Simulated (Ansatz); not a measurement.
# CHBOS: the cost of one run

Program: Ansatz 0.2.0. Level of theory: RKS PBE0-D4/def2-SVP. These are calculated values, not measurements.

1 further run of the same task is left out (it didn't finish).

## 1. The starting structure

Bond lengths: S1–C2 1.582 Å, C2–B3 1.465 Å, C2–O4 1.499 Å, B3–O4 1.465 Å, B3–H5 1.192 Å. Angles: S1–C2–B3 150.6°, S1–C2–O4 150.2°, B3–C2–O4 59.2°, C2–B3–O4 61.5°, C2–B3–H5 153.5°, O4–B3–H5 145.0°, C2–O4–B3 59.2°.

Structure file:

```xyz
5

S    -2.1391   -0.4393    0.1330
C    -0.5604   -0.3720    0.0640
B     0.6786    0.3929   -0.0960
O     0.7734   -1.0534    0.1175
H     1.2974    1.3981   -0.2599
```

## 2. Relaxing end A

Contents of input.yaml:

```yaml
crystal:
  periodic: [false, false, false]
  atoms:
    - { symbol: S, position_ang: [-2.1391, -0.4393, 0.133] }
    - { symbol: C, position_ang: [-0.5604, -0.372, 0.064] }
    - { symbol: B, position_ang: [0.6786, 0.3929, -0.096] }
    - { symbol: O, position_ang: [0.7734, -1.0534, 0.1175] }
    - { symbol: H, position_ang: [1.2974, 1.3981, -0.2599] }
basis:
  gaussian: { orbitals: def2-SVP }
hamiltonian:
  xc: pbe0
  dispersion: d4
relax:
  f_tol: 0.02
  max_steps: 50
output:
  orbitals: {}
```

Started as:

```
ansatz run input.yaml --threads 1 --pin off --max-ram 2048MiB --backend cpu --events-out ev --progress --plain --runs-dir out
```

**Question.** How long does this run take on 1 thread of Intel Xeon 6975P-C (Granite Rapids), shared host, and how much memory does it need?

About 9.4 s, with a peak of 0.17 GiB.
